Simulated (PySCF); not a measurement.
# One shape, several levels: AlBrF2 (SMILES [F][Al]([F])[Br])

We compute a comparison of 4 runs (HF/STO-3G, PBE0/def2-SVP, B3LYP/6-31G*, B3LYP/6-311G**) of AlBrF2. The job is set up through a Python script.

The calculation is run with PySCF 2.14.0.

1 further run of the same task is left out (for a known fault of the program).

## Step 1: Starting point

AlBrF2 has 4 atoms, charge 0, and is taken as a singlet. SMILES: `[F][Al]([F])[Br]`. Geometry: relaxed at PBE0-D4/def2-TZVP.

Bond lengths: F1–Al2 1.631 Å, Al2–F3 1.631 Å, Al2–Br4 2.216 Å. Angles: F1–Al2–F3 118.9°, F1–Al2–Br4 120.6°, F3–Al2–Br4 120.6°.

## Step 2: Energy and gradient at HF/STO-3G (run 1)

File input.py:

```python
# [F][Al]([F])[Br]
from pyscf import gto, scf

molecule = gto.M(
    atom='''
F      1.105700     0.605500     1.150400
Al     0.107900    -0.091400     0.063900
F      0.228300    -1.696800    -0.200400
Br    -1.386300     1.122300    -1.034100
''',
    max_memory=1860,
    basis='sto-3g',
    charge=0,
    verbose=4,
    spin=0,
)

myscf = scf.RHF(molecule)
myscf.conv_tol = 1e-10
myscf.kernel()
if not myscf.converged:
    myscf = myscf.newton().run(myscf.mo_coeff, myscf.mo_occ)

e_tot = myscf.e_tot
print(f'total energy: {e_tot:.8f} hartree')
grad = myscf.nuc_grad_method().kernel()
dip = myscf.dip_moment()
pop, q = myscf.mulliken_pop()
```

Command:

```bash
OMP_NUM_THREADS=1 python input.py
```

Output:

```text
PySCF version 2.14.0

[... 56 lines left out ...]
converged SCF energy = -2979.92133813895
total energy: -2979.92133814 hartree
[... 10 lines left out ...]
Dipole moment(X, Y, Z, Debye):  1.00354, -0.81469,  0.73633
[... 42 lines left out ...]
charge of    3Br =     -0.36218
```

Run time: 4.5 s. Hardware: 1 thread of Intel Xeon at 2.50GHz (Skylake/Cascade Lake), shared host; peak memory 0.12 GiB.

## Step 3: Energy and gradient at PBE0/def2-SVP (run 2)

File run.py:

```python
import pyscf.grad
from pyscf import gto, dft

system = gto.M(
    atom='F 1.105700 0.605500 1.150400; Al 0.107900 -0.091400 0.063900; F 0.228300 -1.696800 -0.200400; Br -1.386300 1.122300 -1.034100',
    max_memory=1860,
    verbose=4,
    basis='def2-svp',
    charge=0,
    spin=0,
)

myscf = dft.RKS(system, xc='pbe0')
myscf.conv_tol = 1e-10
myscf.grids.level = 5
myscf.kernel()
if not myscf.converged:
    myscf = myscf.newton().run(myscf.mo_coeff, myscf.mo_occ)

energy = myscf.e_tot
print('E(%s) = %.9f' % ('PBE0', energy))
grad = myscf.Gradients().kernel()
dip = myscf.dip_moment()
pop, q = myscf.mulliken_pop()
```

Command:

```bash
OMP_NUM_THREADS=1 python run.py
```

Output:

```text
PySCF version 2.14.0

[... 69 lines left out ...]
converged SCF energy = -3015.33511585255
[... 12 lines left out ...]
Dipole moment(X, Y, Z, Debye): -0.38010,  0.30924, -0.28049
[... 83 lines left out ...]
charge of    3Br =     -0.26827
```

Run time: 34 s. Hardware: 1 thread of Intel Xeon at 2.50GHz (Skylake/Cascade Lake), shared host; peak memory 0.76 GiB.

Run 3 isn't shown in full; the table further down has it.

## Step 4: Energy and gradient at B3LYP/6-311G(d,p) (run 4)

File mol.xyz:

```xyz
4
AlBrF2
F      1.105700     0.605500     1.150400
Al     0.107900    -0.091400     0.063900
F      0.228300    -1.696800    -0.200400
Br    -1.386300     1.122300    -1.034100
```

File run.py:

```python
import pyscf.grad
from pyscf import gto, dft

molecule = gto.M(
    atom='mol.xyz',
    charge=0,
    basis='6-311g**',
    max_memory=1860,
    verbose=4,
    spin=0,
)

mf = dft.RKS(molecule, xc='b3lyp')
mf.grids.level = 5
mf.conv_tol = 1e-10
mf.kernel()
if not mf.converged:
    mf = mf.newton().run(mf.mo_coeff, mf.mo_occ)

energy = mf.e_tot
print('E = %.10f Eh' % energy)
grad = mf.Gradients().kernel()
dip = mf.dip_moment()
pop, q = mf.mulliken_pop()
```

Command:

```bash
OMP_NUM_THREADS=1 python run.py
```

Output:

```text
PySCF version 2.14.0

[... 74 lines left out ...]
converged SCF energy = -3016.55630833399
[... 12 lines left out ...]
Dipole moment(X, Y, Z, Debye): -0.33337,  0.27127, -0.24615
[... 111 lines left out ...]
charge of    3Br =     -0.28226
```

Run time: 60 s. Hardware: 1 thread of Intel Xeon at 2.50GHz (Skylake/Cascade Lake), shared host; peak memory 1.1 GiB.

## Step 5: The series

```
run                               level  integration grid  Cartesian functions   energy (Eh)  dipole moment (D)  HOMO energy (eV)  LUMO energy (eV)  wall time
  1                           HF/STO-3G                 –                   no  -2979.921338               1.49             -8.38              8.78      4.5 s
  2                       PBE0/def2-SVP                 5                   no  -3015.335116               0.56             -9.13             -1.28       34 s
  3  B3LYP/6-31G* (Cartesian functions)                 5                  yes  -3016.211020               0.34             -8.81             -1.66       50 s
  4                      B3LYP/6-311G**                 5                   no  -3016.556308               0.50             -8.93             -1.75       60 s
```

## Step 6: Outcome

| quantity | value |
| --- | --- |
| run 4: total energy | -3016.55631 Eh |
| run 4: dipole moment | 0.50 D |
| run 4: HOMO energy | -8.93 eV |
| run 4: LUMO energy | -1.75 eV |
| run 4: HOMO–LUMO gap | 7.18 eV |
| run 4: largest force on an atom | 0.830 eV/Å |

In words: The dipole moment (its size) runs from 0.34 D (B3LYP/6-31G*) to 1.49 D (HF/STO-3G). The two ends differ in method and basis. The two dipoles point in opposite directions. The HOMO–LUMO gap runs from 7.16 eV (B3LYP/6-31G*) to 17.16 eV (HF/STO-3G). Totals of different functionals can't be ranked against each other. In run 1 the basis is minimal, so the values are rough. All runs together took 2.5 min, the longest 60 s.
